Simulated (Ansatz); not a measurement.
# W started on a Zn site in perovskite KZnF3, 10 atoms, charge −1

Which settings matter for this cell? A base run comes first, then runs with one to three settings changed.

Method: density functional theory in Ansatz 0.2.0, PAW datasets, plane waves.

1 further run of the same task is left out (it didn't finish).

**1. The system as built**

10 atoms (2 K, 1 W, 1 Zn, 6 F); a = 8.105 Å, b = 4.052 Å, c = 4.052 Å, α = 90.00°, β = 90.00°, γ = 90.00°. All atoms were shaken off their sites by about 0.10 Å along each axis. Defect site 1: (0.250, 0.500, 0.500). Starting moments add up to 1 μB.

Coordinates:

```
CELL_PARAMETERS angstrom
8.10453 0.00000 0.00000
0.00000 4.05226 0.00000
0.00000 0.00000 4.05226
ATOMIC_POSITIONS crystal
K 0.00949 0.00671 0.03975
K 0.51514 0.96066 0.98443
W 0.25278 0.49568 0.50535
Zn 0.76176 0.50337 0.53304
F 0.26295 0.46866 0.95353
F 0.73323 0.51086 0.98794
F 0.98124 0.47852 0.54528
F 0.50045 0.48652 0.53570
F 0.24834 0.00387 0.47895
F 0.76400 0.97681 0.48942
```

**2. PBEsol single point**

in.yaml

```yaml
crystal:
  lattice:
    - [8.104526, 0.000000, 0.000000]
    - [0.000000, 4.052263, 0.000000]
    - [0.000000, 0.000000, 4.052263]
  atoms:
    - { symbol: K, position: [0.009486, 0.006714, 0.039753] }
    - { symbol: K, position: [0.515139, 0.960658, 0.984434] }
    - { symbol: W, position: [0.252775, 0.495681, 0.505345], spin: 0.2 }
    - { symbol: Zn, position: [0.761764, 0.503371, 0.533035] }
    - { symbol: F, position: [0.262949, 0.468656, 0.953532], spin: 0.2 }
    - { symbol: F, position: [0.733232, 0.510856, 0.987937] }
    - { symbol: F, position: [0.981238, 0.478524, 0.545283], spin: 0.2 }
    - { symbol: F, position: [0.500445, 0.486520, 0.535695], spin: 0.2 }
    - { symbol: F, position: [0.248337, 0.003868, 0.478954], spin: 0.2 }
    - { symbol: F, position: [0.763999, 0.976810, 0.489424] }
kpoints:
  mp_grid: { grid: [2, 2, 2], shift: [0.5, 0.5, 0.5] }
hamiltonian:
  xc: pbesol
total_charge: -1
magnetization:
  spin_polarized: true
scf:
  occupations: { method: fermi_dirac, width: 0.01 }
output:
  forces: true
  eigenvalues: true
  populations: true
  charged_corrections: { epsilon: 8 }
```

Command:

```sh
$ ansatz run in.yaml --threads 8 --pin off --max-ram 13300MiB --runs-dir r --events-out ev --progress --plain
```

**3. Changed settings: xc grid 2**

in.yaml, as its differences from that of step 2:

```diff
@@ -18,2 +18,3 @@
   mp_grid: { grid: [2, 2, 2], shift: [0.5, 0.5, 0.5] }
+basis: { xc_grid: 2 }
 hamiltonian:
@@ -25,2 +26,3 @@
   occupations: { method: fermi_dirac, width: 0.01 }
+  max_iter: 60
 output:
@@ -28,3 +30,2 @@
   eigenvalues: true
-  populations: true
-  charged_corrections: { epsilon: 8 }
+  stress: true
```

**4. Changed settings: cutoff 480 eV**

in.yaml, as its differences from that of step 3:

```diff
@@ -18,3 +18,3 @@
   mp_grid: { grid: [2, 2, 2], shift: [0.5, 0.5, 0.5] }
-basis: { xc_grid: 2 }
+basis: { ecutwfc: 480 }
 hamiltonian:
```

**5. Variant: starting moment 1 μB**

in.yaml

```yaml
crystal:
  lattice:
    - [8.104526, 0.000000, 0.000000]
    - [0.000000, 4.052263, 0.000000]
    - [0.000000, 0.000000, 4.052263]
  atoms:
    - { symbol: K, position: [0.009486, 0.006714, 0.039753] }
    - { symbol: K, position: [0.515139, 0.960658, 0.984434] }
    - { symbol: W, position: [0.252775, 0.495681, 0.505345] }
    - { symbol: Zn, position: [0.761764, 0.503371, 0.533035] }
    - { symbol: F, position: [0.262949, 0.468656, 0.953532] }
    - { symbol: F, position: [0.733232, 0.510856, 0.987937] }
    - { symbol: F, position: [0.981238, 0.478524, 0.545283] }
    - { symbol: F, position: [0.500445, 0.486520, 0.535695] }
    - { symbol: F, position: [0.248337, 0.003868, 0.478954] }
    - { symbol: F, position: [0.763999, 0.976810, 0.489424] }
kpoints:
  mp_grid: { grid: [2, 2, 2], shift: [0.5, 0.5, 0.5] }
hamiltonian:
  xc: pbesol
total_charge: -1
magnetization:
  spin_polarized: true
  initial_magnetization: 1
scf:
  occupations: { method: fermi_dirac, width: 0.01 }
  max_iter: 100
output:
  forces: true
  eigenvalues: true
  stress: true
```

**6. Changed settings: charge changed by 1, cutoff 180 eV**

in.yaml

```yaml
crystal:
  lattice:
    - [8.104526, 0.000000, 0.000000]
    - [0.000000, 4.052263, 0.000000]
    - [0.000000, 0.000000, 4.052263]
  atoms:
    - { symbol: K, position: [0.009486, 0.006714, 0.039753] }
    - { symbol: K, position: [0.515139, 0.960658, 0.984434] }
    - { symbol: W, position: [0.252775, 0.495681, 0.505345], spin: 0.2 }
    - { symbol: Zn, position: [0.761764, 0.503371, 0.533035] }
    - { symbol: F, position: [0.262949, 0.468656, 0.953532], spin: 0.2 }
    - { symbol: F, position: [0.733232, 0.510856, 0.987937] }
    - { symbol: F, position: [0.981238, 0.478524, 0.545283], spin: 0.2 }
    - { symbol: F, position: [0.500445, 0.486520, 0.535695], spin: 0.2 }
    - { symbol: F, position: [0.248337, 0.003868, 0.478954], spin: 0.2 }
    - { symbol: F, position: [0.763999, 0.976810, 0.489424] }
kpoints:
  mp_grid: { grid: [2, 2, 2], shift: [0.5, 0.5, 0.5] }
basis: { ecutwfc: 180 }
hamiltonian:
  xc: pbesol
magnetization:
  spin_polarized: true
scf:
  occupations: { method: fermi_dirac, width: 0.01 }
  max_iter: 50
output:
  forces: true
  eigenvalues: true
  stress: true
  write_density: true
  write_potential: true
  elf: true
  volumetric_format: npy
```

**7. Run again with occupations Fermi–Dirac**

in.yaml, as its differences from that of step 6:

```diff
@@ -18,5 +18,5 @@
   mp_grid: { grid: [2, 2, 2], shift: [0.5, 0.5, 0.5] }
-basis: { ecutwfc: 180 }
 hamiltonian:
   xc: pbesol
+total_charge: -1
 magnetization:
@@ -25,3 +25,3 @@
   occupations: { method: fermi_dirac, width: 0.01 }
-  max_iter: 50
+  max_iter: 90
 output:
@@ -30,5 +30 @@
   stress: true
-  write_density: true
-  write_potential: true
-  elf: true
-  volumetric_format: npy
```

Q: Predict the outcome of this session. Wanted: for each run, settings; status; energy from base; forces from base.

The runs gave:

| settings | status | cycles | time | energy from base (meV/atom) | forces from base (eV/Å rms) | filled to empty level on the mesh (eV) |
| --- | --- | --- | --- | --- | --- | --- |
| base | converged | 24 | 2 s (8 CPU threads) | 0 | 0 | 0.07 |
| xc grid 2 | converged | 24 | 2 s (8 CPU threads) | 0.0 | 0.000 | 0.07 |
| cutoff 480 eV | converged | 25 | 2.2 s (8 CPU threads) | -3.4 | 0.001 | 0.07 |
| starting moment 1 μB | converged | 24 | 1.9 s (8 CPU threads) | 0.0 | 0.000 | 0.07 |
| charge changed by 1, cutoff 180 eV | converged, settings too loose | 20 | 1 s (8 CPU threads) | - | 0.667 | 0.13 |
| occupations Fermi–Dirac | converged | 24 | 2 s (8 CPU threads) | 0.0 | 0.000 | 0.07 |

**Reading.** Among these variants the forces move most with charge changed by 1, cutoff 180 eV (0.667 eV/Å rms).
